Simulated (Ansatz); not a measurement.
# C₅H₁₃AlS: how energies converge with the basis set

Aim: see how fast density functionals converge with the basis set for C₅H₁₃AlS.

The runs use Ansatz 0.2.0, Gaussian basis; one geometry, several basis sets.

The runs, in order: PBE0-D4/def2-SVP; ωB97M-V/def2-SVP; PBE0-D4/def2-QZVPP; ωB97M-V/def2-QZVPP; the functionals' def2-TZVPP values are taken from earlier runs.

## 1. The geometry

All runs share one geometry, relaxed beforehand with PBE0-D4 in a triple-zeta def2 set.

20 atoms, charge 0, spin multiplicity 1.

Atoms are counted from 1 here; the program's logs count them from 0.

Bond lengths: C1–C2 1.518 Å, C1–H8 1.093 Å, C1–H9 1.094 Å, C1–H10 1.091 Å, C2–C3 1.517 Å, C2–S4 1.842 Å, C2–H11 1.092 Å, C3–H12 1.093 Å, C3–H13 1.092 Å, C3–H14 1.095 Å, S4–Al5 2.182 Å, Al5–C6 1.955 Å, Al5–C7 1.949 Å, C6–H15 1.093 Å, C6–H16 1.095 Å, C6–H17 1.094 Å, C7–H18 1.092 Å, C7–H19 1.095 Å and more. Angles: C2–C1–H8 110.7°, C2–C1–H9 110.1°, C2–C1–H10 111.4°, H8–C1–H9 108.1°, H8–C1–H10 108.0°, H9–C1–H10 108.5°, C1–C2–C3 112.0°, C1–C2–S4 108.4°, C1–C2–H11 109.0°, C3–C2–S4 110.6°, C3–C2–H11 109.3°, S4–C2–H11 107.4°, C2–C3–H12 110.6°, C2–C3–H13 111.5°, C2–C3–H14 110.3°, H12–C3–H13 107.9°, H12–C3–H14 108.2°, H13–C3–H14 108.3° and more.

## 2. PBE0-D4 in def2-SVP

Contents of in.yaml:

```yaml
crystal:
  periodic: [false, false, false]
  atoms:
    - {symbol: C, position_ang: [0.103676, -2.203700, -1.873208]}
    - {symbol: C, position_ang: [0.322366, -1.310050, -0.665781]}
    - {symbol: C, position_ang: [1.546347, -1.721445, 0.129975]}
    - {symbol: S, position_ang: [0.483573, 0.429196, -1.250029]}
    - {symbol: Al, position_ang: [-0.439292, 1.591783, 0.349873]}
    - {symbol: C, position_ang: [-1.221562, 0.659567, 1.880181]}
    - {symbol: C, position_ang: [-0.446998, 3.528370, 0.130538]}
    - {symbol: H, position_ang: [0.953262, -2.141169, -2.558082]}
    - {symbol: H, position_ang: [-0.000996, -3.245687, -1.556145]}
    - {symbol: H, position_ang: [-0.794182, -1.916789, -2.422292]}
    - {symbol: H, position_ang: [-0.559644, -1.359011, -0.023046]}
    - {symbol: H, position_ang: [2.449603, -1.627388, -0.477761]}
    - {symbol: H, position_ang: [1.674008, -1.099180, 1.017597]}
    - {symbol: H, position_ang: [1.456810, -2.764096, 0.451581]}
    - {symbol: H, position_ang: [-1.507111, 1.359409, 2.670260]}
    - {symbol: H, position_ang: [-2.124486, 0.112479, 1.588246]}
    - {symbol: H, position_ang: [-0.535064, -0.073218, 2.314186]}
    - {symbol: H, position_ang: [0.006334, 3.842881, -0.812069]}
    - {symbol: H, position_ang: [-1.467772, 3.923312, 0.161611]}
    - {symbol: H, position_ang: [0.101137, 4.014746, 0.944353]}
basis:
  gaussian: {orbitals: def2-SVP}
hamiltonian: {xc: pbe0, dispersion: d4}
output: {orbitals: {seedname: orbitals}}
```

After this run come: ωB97M-V in def2-SVP; PBE0-D4 in def2-QZVPP; ωB97M-V in def2-QZVPP.

Q: Predict the results of all the runs planned. Wanted: PBE0-D4: double and triple zeta above quadruple; ωB97M-V: double and triple zeta above quadruple.

As calculated:

| quantity | value |
| --- | --- |
| PBE0-D4: double and triple zeta above quadruple | 12.80, 0.85 eV |
| ωB97M-V: double and triple zeta above quadruple | 13.15, 0.82 eV |

PBE0-D4 gains 11.96 eV from double to triple zeta, then 0.85 eV more. These are total energies; as a rule much of such shifts cancels in differences, which this series doesn't test.
